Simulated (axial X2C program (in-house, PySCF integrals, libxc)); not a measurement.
**ClZrCl⁻: bond lengths and stretches, held linear**

Aim: the two bond lengths and stretching wavenumbers of linear ClZrCl⁻, with and without spin–orbit coupling, at PBE0, HF, B3LYP, MP2.

Computed with an in-house X2C program for linear molecules on PySCF integrals. Level: all-electron X2C, two-component (2c) or spin-free, Cl dyall-av3z, Zr dyall-v3z.

All values are calculated.

2 further runs of the same task are left out: 2 set aside as unsound or not needed.

## Step 1: Input

Contents of task.json:

```json
{"zs": [17, 40, 17], "q": -1, "bas": ["dyall-av3z", "dyall-v3z", "dyall-av3z"], "r0": [2.53, 2.53], "symm": 1, "scan": ["PBE0", "HF", "B3LYP"], "levels": ["PBE0", "HF", "B3LYP"], "nst": 2}
```

Keys: zs atomic numbers; q charge; bas basis sets; r0 starting distance in Å; symm equal bonds; scan levels of the two-bond scan (MP2 follows by itself at each HF point); levels methods; nst determinants followed.

Started as:

```
> python solin.py task.json out
```

Masses Cl 34.969, Zr 89.905, Cl 34.969 u.

## Step 2: Scan at PBE0, 2c

State: Ω = 3/2 (beyond evenly filled blocks: ω = 1/2, ω = -3/2, ω = 5/2). Energies above the lowest point, from the job's result record:

```
r(Cl–Zr) (Å)  r(Zr–Cl) (Å)  E (meV)
      2.3995        2.3995    47.52
      2.3995        2.4610    21.43
      2.3995        2.5225    28.94
      2.4610        2.3995    21.43
      2.4610        2.4610     0.00
      2.4610        2.5225    11.79
      2.4610        2.5840    48.81
      2.5225        2.3995    28.94
      2.5225        2.4610    11.79
      2.5225        2.5225    27.50
      2.5840        2.4610    48.81
      2.5840        2.5840   112.07
```

A quadratic surface with cubic terms in each bond gives the minimum at 2.467 and 2.467 Å, force constants 1.36, 1.36 and coupling 0.17 mdyn/Å.

## Step 3: Scan at HF, 2c

State: Ω = 3/2 (beyond evenly filled blocks: ω = 1/2, ω = -3/2, ω = 5/2). Energies above the lowest point, from the job's result record:

```
r(Cl–Zr) (Å)  r(Zr–Cl) (Å)  E (meV)
      2.3995        2.3995   209.36
      2.3995        2.4610   132.85
      2.3995        2.5225    96.78
      2.4610        2.3995   132.85
      2.4610        2.4610    60.67
      2.4610        2.5225    28.53
      2.4610        2.5840    27.67
      2.5225        2.3995    96.78
      2.5225        2.4610    28.53
      2.5225        2.5225     0.00
      2.5840        2.4610    27.67
      2.5840        2.5840     7.94
```

A quadratic surface with cubic terms in each bond gives the minimum at 2.544 and 2.544 Å, force constants 1.19, 1.19 and coupling 0.15 mdyn/Å.

## Step 4: Scan at B3LYP, 2c

State: Ω = 3/2 (beyond evenly filled blocks: ω = 1/2, ω = -3/2, ω = 5/2). Energies above the lowest point, from the job's result record:

```
r(Cl–Zr) (Å)  r(Zr–Cl) (Å)  E (meV)
      2.3995        2.3995    78.99
      2.3995        2.4610    37.98
      2.3995        2.5225    32.09
      2.4610        2.3995    37.98
      2.4610        2.4610     1.62
      2.4610        2.5225     0.00
      2.4610        2.5840    25.05
      2.5225        2.3995    32.09
      2.5225        2.4610     0.00
      2.5225        2.5225     2.29
      2.5840        2.4610    25.05
      2.5840        2.5840    62.92
```

A quadratic surface with cubic terms in each bond gives the minimum at 2.491 and 2.491 Å, force constants 1.3, 1.3 and coupling 0.17 mdyn/Å.

## Step 5: The levels side by side

| level | r(Cl–Zr) (Å) | r(Zr–Cl) (Å) | lower stretch (cm⁻¹) | upper stretch (cm⁻¹) |
| --- | --- | --- | --- | --- |
| PBE0, 2c | 2.467 | 2.467 | 272.6 | 321.6 |
| HF, 2c | 2.544 | 2.544 | 255.6 | 299.6 |
| B3LYP, 2c | 2.491 | 2.491 | 266.6 | 312.6 |
| MP2, 2c | 2.455 | 2.455 | 280.0 | 336.1 |
| PBE0, spin-free | 2.467 | 2.467 | 272.7 | 321.7 |
| HF, spin-free | 2.544 | 2.544 | 255.8 | 299.9 |
| B3LYP, spin-free | 2.491 | 2.491 | 266.8 | 312.8 |
| MP2, spin-free | 2.455 | 2.455 | 280.1 | 336.2 |

Scans not shown above were run alike.

In words: Over the levels the Cl–Zr bond spans 2.455 to 2.544 Å and the Zr–Cl bond 2.455 to 2.544 Å. At PBE0 spin–orbit coupling leaves both bonds unchanged to 0.001 Å. Each state is one determinant, the lowest of a limited PBE0 search; the stretches come from a fit to few points and are good to some per cent at best. The stretches are sorted by size, and where the two bonds are alike the symmetric and antisymmetric modes can swap order between levels. MP2 freezes inner shells (threshold -2 hartree). For an anion the highest level of a functional can be positive, and the basis then holds the extra electron. The molecule was held linear; bending was not examined, so a bent shape may lie lower. Note: several unpaired electrons, one determinant need not be a pure state.
